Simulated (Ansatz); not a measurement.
# B2PLYP/6-31G(d) (spherical functions) run of B3H3O3 (SMILES B1OBOBO1)

Aim: the electronic atomisation energy of B3H3O3 at B2PLYP/6-31G* (spherical functions), from 4 runs. 

The results are computed with Ansatz 0.2.0.

53 further runs of the same task are left out: 3 that didn't finish, 50 set aside as unsound or not needed.

**1. The structure to begin with**

B3H3O3: 9 atoms, total charge 0, spin state singlet. As SMILES, `B1OBOBO1`. The shape is that of a PBE0-D4/def2-TZVP optimisation. This is one conformer, not always the lowest.

Bond lengths: B1–O2 1.372 Å, O2–B3 1.372 Å, B3–O4 1.372 Å, O4–B5 1.372 Å, B1–O6 1.372 Å, B5–O6 1.372 Å, B1–H7 1.190 Å, B3–H8 1.190 Å, B5–H9 1.190 Å. Some angles: B1–O2–B3 120.3°, O2–B1–O6 119.7°, O2–B3–O4 119.7°, B3–O4–B5 120.3°, O4–B5–O6 119.7°, B1–O6–B5 120.3°, O2–B1–H7 120.2°, O6–B1–H7 120.2°, O2–B3–H8 120.2°, O4–B3–H8 120.2°.

**2. The energy at B2PLYP/6-31G(d) (spherical functions)**

job.yaml

```yaml
basis:
  gaussian:
    orbitals: 6-31G_st_-spherical.json
crystal:
  periodic: [false, false, false]
  atoms:
    - {symbol: B, position_ang: [1.301600, 0.115800, -0.424700]}
    - {symbol: O, position_ang: [0.612800, -1.053500, -0.624800]}
    - {symbol: B, position_ang: [-0.686900, -1.172700, -0.202300]}
    - {symbol: O, position_ang: [-1.297400, -0.115400, 0.423200]}
    - {symbol: B, position_ang: [-0.614800, 1.056900, 0.626900]}
    - {symbol: O, position_ang: [0.684600, 1.168900, 0.201600]}
    - {symbol: H, position_ang: [2.429300, 0.216200, -0.792600]}
    - {symbol: H, position_ang: [-1.281900, -2.188700, -0.377500]}
    - {symbol: H, position_ang: [-1.147300, 1.972500, 1.170100]}
correlation:
  frozen_orbitals: {B: 1, H: 0, O: 1}
hamiltonian:
  xc: {name: B2PLYP}
accuracy: high
total_charge: 0
output: {orbitals: {seedname: orbitals}}
```

The basis set 6-31G* is read from a file made from the Basis Set Exchange's data (not shown).

Started as:

```bash
$ ansatz run job.yaml --threads 1 --pin off --max-ram 3480MiB --events-out events.jsonl --progress --plain --runs-dir runs
```

Output:

```text
Warning: RAYON_NUM_THREADS=1 ignored (pool sized by the plan → 1); use --threads N
Functional definition: B2PLYP
  name "B2PLYP"
  parameter a = 0.53
  parameter c = 0.27
  exchange = (1 - a)*b88_x + a*exact_x
  correlation = (1 - c)*lyp_c + c*(mp2_os + mp2_ss)
2137 factors; integrals over basis functions are off by at most 2.8e-9 eV
mean field evaluation 1: about -8206.2524 eV, gradient 5.5e1 eV
mean field evaluation 2: about -8206.7009 eV, gradient 5.5e1 eV
mean field evaluation 4: about -8211.8027 eV, gradient 1.9e0 eV
mean field evaluation 8: about -8211.8343 eV, gradient 6.2e-2 eV
mean field evaluation 16: about -8211.8343 eV, gradient 6.4e-6 eV
mean field -8211.83429602 eV, -301.7793441974 hartree, gradient 2.8e-8 eV, S^2 0.000000; 0 other end points of the search recorded, 0 dependent functions left out
6 core orbitals not correlated: weight in the atoms' cores, before any rotation towards them, 1.000 or more for the frozen orbitals, at most 0.000 for the correlated occupied ones
reference -8211.83432021 eV, -301.7793450866 hartree; 15, 15 occupied and 69, 69 virtual orbitals, 2137 factors
second order -24.33431200 eV of doubles, -0.00000000 eV of singles
Total energy: -8218.40458445 eV, -302.0207978439 hartree
```

Wall time 13 s (1 thread of Arm Neoverse V1, shared host); peak memory 0.31 GiB.

**3. The B atom**

molecule.yaml

```yaml
crystal:
  periodic: [false, false, false]
  atoms:
    - symbol: B
      position_ang: [0.000000, 0.000000, 0.000000]
basis:
  gaussian:
    orbitals: 6-31G_st_-spherical.json
magnetization:
  spin_polarized: true
  initial_magnetization: 1
hamiltonian:
  xc: {name: B2PLYP}
correlation:
  frozen_orbitals: {B: 1}
accuracy: high
```

The basis set 6-31G* is read from a file made from the Basis Set Exchange's data (not shown).

Run the same way, it converges to -24.62297 Eh (log not shown).

**4. The H atom**

run.yaml

```yaml
crystal:
  periodic: [false, false, false]
  atoms:
    - {symbol: H, position_ang: [0.000000, 0.000000, 0.000000]}
basis:
  gaussian:
    orbitals: "6-31G*"
magnetization:
  spin_polarized: true
  initial_magnetization: 1
hamiltonian:
  xc: {name: B2PLYP}
correlation:
  frozen_orbitals: {H: 0}
accuracy: high
```

Started as:

```bash
$ ansatz run run.yaml --threads 1 --pin off --max-ram 3480MiB --events-out events.jsonl --progress --plain --runs-dir runs
```

Output (excerpt; [...] marks lines left out):

```text
Warning: RAYON_NUM_THREADS=1 ignored (pool sized by the plan → 1); use --threads N
[... 6 set-up lines as earlier in the session ...]
3 factors; integrals over basis functions are off by at most 5.4e-10 eV
mean field evaluation 1: about -13.5158 eV, gradient 8.3e-1 eV
mean field evaluation 2: about -13.5155 eV, gradient 8.2e-1 eV
mean field evaluation 4: about -13.5218 eV, gradient 8.4e-6 eV
mean field evaluation 8: about -13.5218 eV, gradient 8.9e-9 eV
mean field -13.52181500 eV, -0.4969175357 hartree, gradient 4.6e-8 eV, S^2 0.750000; 0 other end points of the search recorded, 0 dependent functions left out
reference -13.52182647 eV, -0.4969179572 hartree; 1, 0 occupied and 1, 2 virtual orbitals, 3 factors
second order 0.00000000 eV of doubles, -0.00000000 eV of singles
Total energy: -13.52182647 eV, -0.4969179572 hartree
```

It took 0.12 s on 1 thread of Arm Neoverse V1, shared host.

**5. The O atom**

run.yaml

```yaml
crystal:
  periodic: [false, false, false]
  atoms:
    - {symbol: O, position_ang: [0.000000, 0.000000, 0.000000]}
basis:
  gaussian: {orbitals: 6-31G_st_-spherical.json}
magnetization: {spin_polarized: true, initial_magnetization: 2}
hamiltonian: {xc: {name: B2PLYP}}
correlation: {frozen_orbitals: {O: 1}}
accuracy: high
```

The basis set 6-31G* is read from a file made from the Basis Set Exchange's data (not shown).

Run the same way, it converges to -75.00324 Eh (log not shown).

**6. What came out**

Level: B2PLYP/6-31G* (spherical functions), 6 core orbitals frozen.

| quantity | value |
| --- | --- |
| molecule: total energy | -302.02080 Eh |
| molecule: HOMO energy (SCF part's orbitals) | -11.02 eV |
| molecule: LUMO energy (SCF part's orbitals) | 1.34 eV |
| molecule: HOMO–LUMO gap (SCF part's orbitals) | 12.36 eV |
| B atom: total energy | -24.62297 Eh |
| B atom: ⟨S²⟩ | 0.752 |
| H atom: total energy | -0.49692 Eh |
| H atom: ⟨S²⟩ | 0.750 |
| O atom: total energy | -75.00324 Eh |
| O atom: ⟨S²⟩ | 2.003 |
| electronic atomisation energy | 44.937 eV |

**Reading.** Taking the molecule apart into free atoms costs 44.94 eV (4336 kJ/mol), before zero-point energy and without spin-orbit coupling.
